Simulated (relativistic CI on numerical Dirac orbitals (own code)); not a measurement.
**Ga XXIV (Ga²³⁺): levels and lines**

Aim: the low levels of Ga²³⁺, their labels and the strongest lines; runs with one setting changed show what the result hangs on.

Program: relativistic CI on numerical Dirac orbitals (own code) version 2. Level of theory: Dirac-Coulomb-Breit CI, KLI orbitals optimised for each configuration, model QED (radiative potential, 1s self-energy scaled to tabulated hydrogen-like ionisation energies). These are calculated values, not measurements, unless marked.

### Step 1. Starting point

```
ion                       : Ga²³⁺ (Ga XXIV)
nuclear charge            : 31
electrons                 : 8
isotope                   : A = 69
first configuration typed : [He] 2s2 2p4
```

The outer shells:

first configuration typed
```
[He] core
2s [↑↓]
2p [↑↓][↑ ][↑ ]
```

### Step 2. CI with the chosen configurations

Settings of the run:

```ini
atom Ga  Z=31  charge=23  electrons=8
nucleus A=69  rms_radius_fm=3.9973
hamiltonian dirac-coulomb  breit=on  qed=on  c_scale=1
orbitals kli  potential=per-configuration
slater_scale 1
correlation none
mixing on
configurations
  [He] 2s2 2p4
  [He] 2s 2p5
  [He] 2p6
  [He] 2p5 3s
  [He] 2p5 3p
  [He] 2p5 3d
  [He] 2s2 2p3 3s
  [He] 2s2 2p3 3p
  [He] 2s2 2p3 3d
  [He] 2s 2p4 3s
  [He] 2s 2p4 3p
  [He] 2s 2p4 3d
  [He] 2s2 2p3 4s
  [He] 2s2 2p3 4p
  [He] 2s2 2p3 4d
  [He] 2s2 2p3 4f
end
```

The program writes no log. Results of the run, from its result record (rounded, main fields):

```text
{
  "status": "converged",
  "levels [i, E_cm, J2, conf, term, w_term, jj, w_jj, g, tau_s, A_per_gI_MHz, B_per_Q_MHz]": [
    [0, 0, 4, "2s2 2p4", "3P", 0.8404, "2p3/2^2", 0.9582, 1.416, "-", 4.695e+04, 4.808e+04],
    [1, 118646.75, 0, "2s2 2p4", "3P", 0.6309, "2p3/2^2", 0.904, "-", 0.3989, "-", "-"],
    [2, 208795.21, 2, "2s2 2p4", "3P", 0.9996, "2p1/2 2p3/2^3", 0.9996, 1.496, 5.57e-06, -4052, -4.443e+04],
    [3, 301581.83, 4, "2s2 2p4", "1D", 0.8404, "2p1/2 2p3/2^3", 0.9582, 1.074, 6.698e-06, 1.035e+05, -1.375e+05],
    [4, 575289.89, 0, "2s2 2p4", "1S", 0.6181, "2p3/2^4", 0.9018, "-", 1.027e-06, "-", "-"],
    [5, 1254131.7, 4, "2s 2p5", "3P*", 0.9994, "2s 2p3/2^3", 0.9994, 1.495, 1.382e-11, 2.472e+05, -8.831e+04],
    [6, 1374823.4, 2, "2s 2p5", "3P*", 0.9026, "2s 2p3/2^3", 0.6439, 1.446, 9.719e-12, 8.891e+04, 3.346e+04],
    [7, 1490624.4, 0, "2s 2p5", "3P*", 0.9994, "2s 2p1/2 2p3/2^4", 0.9994, "-", 1.063e-11, "-", "-"],
    [8, 1745958.1, 2, "2s 2p5", "1P*", 0.9023, "2s 2p1/2 2p3/2^4", 0.6439, 1.043, 4.162e-12, 3.118e+05, -7.787e+04],
    [9, 2885969.6, 0, "2p6", "1S", 0.9799, "closed", 0.9799, "-", 3.938e-12, "-", "-"],
    [10, 10204276, 4, "2s2 2p3 3s", "5S*", 0.7079, "2p3/2 3s", 0.7444, 1.825, 1.222e-12, 7.203e+04, 3.049e+04],
    [11, 10256962, 2, "2s2 2p3 3s", "3S*", 0.5813, "2p3/2 3s", 0.8535, 1.558, 1.466e-13, -1.512e+04, 2.534e+04],
    [12, 10427968, 4, "2s2 2p3 3s", "3D*", 0.4887, "2p1/2 2p3/2^2 3s", 0.7698, 1.368, 3.594e-13, 7.195e+04, 8.751e+04],
    [13, 10443322, 2, "2s2 2p3 3s", "3D*", 0.5999, "2p1/2 2p3/2^2 3s", 0.8825, 1.032, 2.073e-13, -2.841e+04, 2.976e+04],
    [14, 10499190, 6, "2s2 2p3 3s", "3D*", 0.9926, "2p1/2 2p3/2^2 3s", 0.9926, 1.329, 3.439e-13, 1.142e+05, -36.89],
    [15, 10502665, 2, "2s2 2p3 3p", "5P", 0.5924, "2p3/2 3p1/2", 0.7723, 2.012, 5.608e-11, 1.418e+04, 1.782e+04],
    [16, 10508541, 4, "2s2 2p3 3p", "5P", 0.5143, "2p3/2 3p1/2", 0.705, 1.565, 7.16e-11, 3.467e+04, 2.218e+04],
    [17, 10523682, 4, "2s2 2p3 3s", "1D*", 0.6829, "2p1/2 2p3/2^2 3s", 0.9834, 1.053, 1.756e-13, 7.656e+04, -1.731e+04],
    [18, 10562351, 6, "2s2 2p3 3p", "5P", 0.7056, "2p3/2 3p3/2", 0.7382, 1.549, 6.848e-11, 1.821e+04, 4.762e+04],
    [19, 10580435, 2, "2s2 2p3 3p", "3P", 0.5083, "2p3/2 3p3/2", 0.8489, 1.477, 3.391e-11, 2.734e+04, -2.102e+04],
    [20, 10604384, 0, "2s2 2p3 3s", "3P*", 0.9807, "2p1/2 2p3/2^2 3s", 0.9807, "-", 3.961e-13, "-", "-"],
    [21, 10615408, 2, "2s2 2p3 3s", "3P*", 0.6888, "2p1/2 2p3/2^2 3s", 0.9737, 1.346, 2.52e-13, 2.407e+05, -1.252e+04],
    [22, 10631579, 4, "2s2 2p3 3p", "3P", 0.4135, "2p3/2 3p3/2", 0.5448, 1.392, 4.677e-11, 2.406e+04, 2.901e+04],
    [23, 10666398, 0, "2s2 2p3 3p", "3P", 0.9532, "2p1/2 2p3/2^2 3p3/2", 0.4691, "-", 2.222e-11, "-", "-"],
    [24, 10707612, 2, "2s2 2p3 3p", "3D", 0.2885, "2p1/2 2p3/2^2 3p1/2", 0.7872, 1.274, 3.008e-11, 1.524e+04, 3.178e+04],
    "... 175 more rows left out ..."
  ],
  "lines, the strongest and those to the lowest levels [upper, lower, type, S_au, A_per_s, branching]": [
    [2, 0, "M1", 2.092, 1.712e+05, 0.9539],
    [3, 0, "M1", 0.9968, 1.475e+05, 0.9879],
    [4, 2, "M1", 0.7331, 9.735e+05, 0.9997],
    [15, 0, "E2", 0.0005591, 2.667e+09, 0.1496],
    [16, 0, "E2", 0.001133, 3.252e+09, 0.2328],
    [16, 1, "E2", 0.0002036, 5.523e+08, 0.03954],
    [16, 2, "E2", 0.0001137, 2.953e+08, 0.02114],
    [18, 0, "E2", 0.0005461, 1.149e+09, 0.07866],
    [19, 0, "E2", 0.001111, 5.498e+09, 0.1865],
    [22, 0, "E2", 0.000692, 2.105e+09, 0.09846],
    [22, 1, "E2", 0.0007812, 2.247e+09, 0.1051],
    [23, 0, "E2", 0.0007603, 1.176e+10, 0.2612],
    [24, 2, "E2", 0.0002458, 1.171e+09, 0.03521],
    [25, 0, "E2", 0.0001149, 3.676e+08, 0.03425],
    [25, 2, "E2", 0.001366, 3.963e+09, 0.3693],
    [26, 0, "E2", 0.0002869, 9.342e+08, 0.02989],
    [26, 2, "E2", 0.0005021, 1.483e+09, 0.04745],
    [28, 0, "E2", 0.001415, 3.301e+09, 0.2112],
    [28, 2, "E2", 0.0004484, 9.483e+08, 0.06067],
    [31, 2, "E2", 0.0005168, 2.591e+09, 0.07619],
    [33, 0, "E2", 0.0004604, 1.109e+09, 0.06221],
    [33, 2, "E2", 0.0005496, 1.201e+09, 0.06739],
    [34, 0, "E2", 0.002245, 4.22e+09, 0.3519],
    [46, 1, "E2", 0.0007176, 2.441e+09, 0.02981],
    [51, 2, "E2", 0.001092, 2.71e+09, 0.05072],
    [67, 0, "E1", 0.1086, 4.487e+13, 0.977],
    [91, 3, "E1", 0.1125, 4.648e+13, 0.9989],
    [124, 0, "E2", 0.005557, 1.726e+10, 0.4198],
    [137, 0, "E2", 0.004665, 1.515e+10, 0.3159],
    [152, 5, "E1", 0.07153, 2.729e+13, 0.9973],
    [162, 0, "E2", 0.001222, 4.406e+09, 0.05657],
    [170, 0, "E2", 0.0008436, 3.12e+09, 0.03701],
    [172, 5, "E1", 0.07268, 4.151e+13, 0.9397],
    [189, 2, "E2", 0.001585, 7.596e+09, 0.03362],
    [191, 0, "E2", 0.001892, 7.687e+09, 0.03219],
    [196, 2, "E2", 0.0009505, 4.954e+09, 0.0223]
  ],
  "n_levels_all": 342,
  "total_energy [Ha]": -1530.9838682,
  "configurations [conf, odd, states, E_av_cm, breit_Ha, qed_Ha, corr_Ha]": [
    ["2s2 2p4", 0, 15, 196200, 0.6665, 0.5673, "-"],
    ["2s 2p5", 1, 12, 1.43446e+06, 0.6784, 0.5381, "-"],
    ["2p6", 0, 1, 2.85464e+06, 0.6952, 0.5091, "-"],
    ["2p5 3s", 1, 12, 1.29449e+07, 0.6489, 0.5161, "-"],
    ["2p5 3p", 0, 36, 1.32686e+07, 0.6513, 0.5087, "-"],
    ["2p5 3d", 1, 60, 1.36531e+07, 0.6434, 0.5085, "-"],
    ["2s2 2p3 3s", 1, 40, 1.05217e+07, 0.6238, 0.5758, "-"],
    ["2s2 2p3 3p", 0, 120, 1.08725e+07, 0.6261, 0.568, "-"],
    ["2s2 2p3 3d", 1, 200, 1.12609e+07, 0.6167, 0.5679, "-"],
    ["2s 2p4 3s", 0, 60, 1.1641e+07, 0.6337, 0.5458, "-"],
    ["2s 2p4 3p", 1, 180, 1.19783e+07, 0.636, 0.5383, "-"],
    ["2s 2p4 3d", 0, 300, 1.23648e+07, 0.6274, 0.5381, "-"],
    ["2s2 2p3 4s", 1, 40, 1.4153e+07, 0.6176, 0.5713, "-"],
    ["2s2 2p3 4p", 0, 120, 1.42958e+07, 0.6186, 0.5682, "-"],
    "... 2 more rows left out ..."
  ],
  "radial 2s2 2p4 [Ha, bohr]": {"<r^-3>(2p)": 951.63, "<r^1>(2p)": 0.18066, "<r^2>(2p)": 0.039593, "<r^4>(2p)": 0.0030276, "F2(2p,2p)": 2.4001, "zeta(2p)": 0.71572},
  "radial 2s 2p5 [Ha, bohr]": {"<r^1>(2s)": 0.20891, "<r^2>(2s)": 0.051218, "<r^4>(2s)": 0.0044122, "<r^-3>(2p)": 945.09, "<r^1>(2p)": 0.18119, "<r^2>(2p)": 0.03983, "<r^4>(2p)": 0.003065, "G1(2s,2p)": 2.5993, "zeta(2p)": 0.71003},
  "ionisation_energy [eV]": 2255.52
}
```

Wall time 0.86 s (1 thread, shared host).

The same levels in spectroscopic notation (° marks odd parity):

| level | energy (eV) | LS purity (%) | jj purity (%) | radiative lifetime (s) |
| --- | --- | --- | --- | --- |
| 2p4 3P2 | 0.00 | 84 | 96 | - |
| 2p4 [2p3/2^2] J=0 | 14.71 | 63 | 90 | 0.4 |
| 2p4 3P1 | 25.89 | 100 | 100 | 5.6e-06 |
| 2p4 1D2 | 37.39 | 84 | 96 | 6.7e-06 |
| 2p4 [2p3/2^4] J=0 | 71.33 | 62 | 90 | 1e-06 |
| 2s 2p5 3P°2 | 155.49 | 100 | 100 | 1.4e-11 |
| 2s 2p5 3P°1 | 170.46 | 90 | 64 | 9.7e-12 |
| 2s 2p5 3P°0 | 184.81 | 100 | 100 | 1.1e-11 |
| 2s 2p5 1P°1 | 216.47 | 90 | 64 | 4.2e-12 |
| 2p6 1S0 | 357.81 | 98 | 98 | 3.9e-12 |
| 2p3 3s 5S°2 | 1265.17 | 71 | 74 | 1.2e-12 |
| 2p3 3s [2p3/2 3s] J=1° | 1271.70 | 58 | 85 | 1.5e-13 |
| 2p3 3s [2p1/2 2p3/2^2 3s] J=2° | 1292.90 | 49 | 77 | 3.6e-13 |
| 2p3 3s [2p1/2 2p3/2^2 3s] J=1° | 1294.81 | 60 | 88 | 2.1e-13 |

Where the configurations lie:

| configuration | levels among the lowest 60 | parity | lowest (eV) | highest (eV) |
| --- | --- | --- | --- | --- |
| 2p4 | 5 | even | 0.00 | 71.33 |
| 2s 2p5 | 4 | odd | 155.49 | 216.47 |
| 2p6 | 1 | even | 357.81 | 357.81 |
| 2p3 3s | 10 | odd | 1265.17 | 1338.60 |
| 2p3 3p | 26 | even | 1302.16 | 1382.95 |
| 2p3 3d | 14 | odd | 1354.03 | 1384.12 |

Strongest E1 lines among the lowest 200 of 342 levels, by gA:

```csv
upper,lower,wavelength (nm),A (1/s)
2p3 3d [2p3/2^3 3d3/2] J=3°,2p4 1D2,0.8882,4.65e+13
2p3 3d 3D°3 (ii),2p4 3P2,0.8880,4.49e+13
2s 2p4 3d 3P2 (ii),2s 2p5 3P°2,0.8919,4.15e+13
2s 2p4 3d 3D3,2s 2p5 3P°2,0.9121,2.73e+13
2p3 3d 1P°1,2p4 [2p3/2^4] J=0,0.9030,6.35e+13
2s 2p4 3d 3D3 (ii),2s 2p5 3P°2,0.8919,2.62e+13
2s 2p4 3d 1D2 + 3F (iii),2s 2p5 1P°1,0.9095,3.4e+13
2p3 3d 3D°3 + 1F°,2p4 3P2,0.9065,2.2e+13
2p3 3d 3D°2 (ii),2p4 3P2,0.8869,3.04e+13
2p3 3d [2p1/2 2p3/2^2 3d3/2] J=1° (iii),2p4 [2p3/2^2] J=0,0.8857,4.27e+13
```

### Step 3. Without the Breit term

Changes to the settings of step 2:

```diff
@@ -2,3 +2,3 @@
 nucleus A=69  rms_radius_fm=3.9973
-hamiltonian dirac-coulomb  breit=on  qed=on  c_scale=1
+hamiltonian dirac-coulomb  breit=off  qed=on  c_scale=1
 orbitals kli  potential=per-configuration
```

Results of the run:

```text
{
  "status": "converged",
  "levels [i, E_cm, J2, conf, term, w_term, w_jj]": [
    [0, 0, 4, "2s2 2p4", "3P", 0.8357, 0.9607],
    [1, 116020.3, 0, "2s2 2p4", "3P", 0.6215, 0.9094],
    [2, 211686.15, 2, "2s2 2p4", "3P", 0.9996, 0.9996],
    [3, 307766.53, 4, "2s2 2p4", "1D", 0.8357, 0.9607],
    [4, 581806.63, 0, "2s2 2p4", "1S", 0.6089, 0.9072],
    [5, 1252993.2, 4, "2s 2p5", "3P*", 0.9994, 0.9994],
    [6, 1375155.6, 2, "2s 2p5", "3P*", 0.8975, 0.6522],
    [7, 1493236.3, 0, "2s 2p5", "3P*", 0.9994, 0.9994],
    [8, 1747859.9, 2, "2s 2p5", "1P*", 0.8972, 0.6521],
    [9, 2882136.4, 0, "2p6", "1S", 0.9801, 0.9801],
    [10, 10212165, 4, "2s2 2p3 3s", "5S*", 0.6958, 0.756],
    [11, 10263871, 2, "2s2 2p3 3s", "3S*", 0.5676, 0.863],
    [12, 10437211, 4, "2s2 2p3 3s", "3D*", 0.4795, 0.7789],
    [13, 10453159, 2, "2s2 2p3 3s", "3D*", 0.5928, 0.8903],
    [14, 10507910, 2, "2s2 2p3 3p", "5P", 0.5784, 0.7842],
    [15, 10514907, 4, "2s2 2p3 3p", "5P", 0.5016, 0.7178],
    "... 184 more rows left out ..."
  ],
  "n_levels_all": 342,
  "total_energy [Ha]": -1531.6631799,
  "configurations [conf, odd, states, E_av_cm, breit_Ha, qed_Ha, corr_Ha]": [
    ["2s2 2p4", 0, 15, 199003, 0.6665, 0.5673, "-"],
    ["2s 2p5", 1, 12, 1.43466e+06, 0.6784, 0.5381, "-"],
    ["2p6", 0, 1, 2.85114e+06, 0.6952, 0.5091, "-"],
    ["2p5 3s", 1, 12, 1.29515e+07, 0.6489, 0.5161, "-"],
    ["2p5 3p", 0, 36, 1.32747e+07, 0.6513, 0.5087, "-"],
    ["2p5 3d", 1, 60, 1.3661e+07, 0.6434, 0.5085, "-"],
    ["2s2 2p3 3s", 1, 40, 1.05339e+07, 0.6238, 0.5758, "-"],
    ["2s2 2p3 3p", 0, 120, 1.08842e+07, 0.6261, 0.568, "-"],
    ["2s2 2p3 3d", 1, 200, 1.12746e+07, 0.6167, 0.5679, "-"],
    ["2s 2p4 3s", 0, 60, 1.1651e+07, 0.6337, 0.5458, "-"],
    ["2s 2p4 3p", 1, 180, 1.19878e+07, 0.636, 0.5383, "-"],
    ["2s 2p4 3d", 0, 300, 1.23762e+07, 0.6274, 0.5381, "-"],
    ["2s2 2p3 4s", 1, 40, 1.41666e+07, 0.6176, 0.5713, "-"],
    ["2s2 2p3 4p", 0, 120, 1.43092e+07, 0.6186, 0.5682, "-"],
    "... 2 more rows left out ..."
  ],
  "ionisation_energy [eV]": 2256.74
}
```

Run time: 0.4 s. Hardware: 1 thread, shared host.

Shifts of the excitation energies against the main run, counted from its lowest level (eV):

```csv
level,main run,shift
2p4 [2p3/2^2] J=0,14.71,-0.33
2p4 3P1,25.89,+0.36
2p4 1D2,37.39,+0.77
2p4 [2p3/2^4] J=0,71.33,+0.81
2s 2p5 3P°2,155.49,-0.14
2s 2p5 3P°1,170.46,+0.04
2s 2p5 3P°0,184.81,+0.32
2s 2p5 1P°1,216.47,+0.24
2p6 1S0,357.81,-0.48
2p3 3s 5S°2,1265.17,+0.98
2p3 3s [2p3/2 3s] J=1°,1271.70,+0.86
2p3 3s [2p1/2 2p3/2^2 3s] J=2°,1292.90,+1.15
```

### Step 4. The first configuration alone

Settings of the run:

```ini
atom Ga  Z=31  charge=23  electrons=8
nucleus A=69  rms_radius_fm=3.9973
hamiltonian dirac-coulomb  breit=on  qed=on  c_scale=1
orbitals kli  potential=per-configuration
slater_scale 1
correlation none
mixing on
configurations
  [He] 2s2 2p4
end
```

Results of the run:

```text
{
  "status": "converged",
  "levels [i, E_cm, J2, conf, term, w_term, w_jj]": [
    [0, 0, 4, "2p4", "3P", 0.8404, 0.9588],
    [1, 131336.62, 0, "2p4", "3P", 0.6695, 0.887],
    [2, 208841.76, 2, "2p4", "3P", 1, 1],
    [3, 301305.08, 4, "2p4", "1D", 0.8404, 0.9588],
    [4, 603676.59, 0, "2p4", "1S", 0.6695, 0.887]
  ],
  "n_levels_all": 5,
  "total_energy [Ha]": -1530.9611074,
  "configurations [conf, odd, states, E_av_cm, breit_Ha, qed_Ha, corr_Ha]": [
    ["2p4", 0, 15, 191204, 0.6665, 0.5673, "-"]
  ]
}
```

It took 0.046 s on 1 thread, shared host.

Shifts of the excitation energies against the main run, counted from its lowest level (cm⁻¹): (levels that can't be paired are left out)

```csv
level,main run,shift
2p4 [2p3/2^2] J=0,118647,+12689.9
2p4 3P1,208795,+46.5
2p4 1D2,301582,-276.7
2p4 [2p3/2^4] J=0,575290,+28386.7
```

### Step 5. What each setting moved

| run | time | mean size of shift, levels followed (cm⁻¹) | lowest level | ionisation energy (eV) |
| --- | --- | --- | --- | --- |
| main run | 0.86 s | 0 | 2p4 3P2 | 2255.5 |
| without the Breit term | 0.4 s | 4340 | 2p4 3P2 | 2256.7 |
| the first configuration alone | 0.046 s | 10350 | 2p4 3P2 | - |

The semi-empirical ionisation energy (NIST) is 2258 eV.

### Step 6. Outcome

| quantity | value |
| --- | --- |
| lowest level | 2p4 3P2 |
| first excitation | 2p4 [2p3/2^2] J=0, 118647 cm⁻¹ |
| lowest level of the other parity | 2s 2p5 3P°2, 155.49 eV |
| levels in the model | 342 |
| fastest E1 line (by rate) to the lowest level among the lowest 200 of 342 levels | 0.8880 nm, from 2p3 3d 3D°3 (ii) |
| ionisation energy | 2255.5 eV |
| ionisation energy, semi-empirical (NIST) | 2258 eV |

In words: The lowest level is 2p4 3P2, 84 % pure in LS and 96 % in jj coupling; over the low levels the means are 81 and 88 %, so they are in intermediate coupling. The ionisation energy agrees with the semi-empirical value within its uncertainty of 5 eV. Of the changes tried, the run «the first configuration alone» moves the low levels most, by 10350 cm⁻¹ on average. Lifetimes count radiative decay inside the model alone.
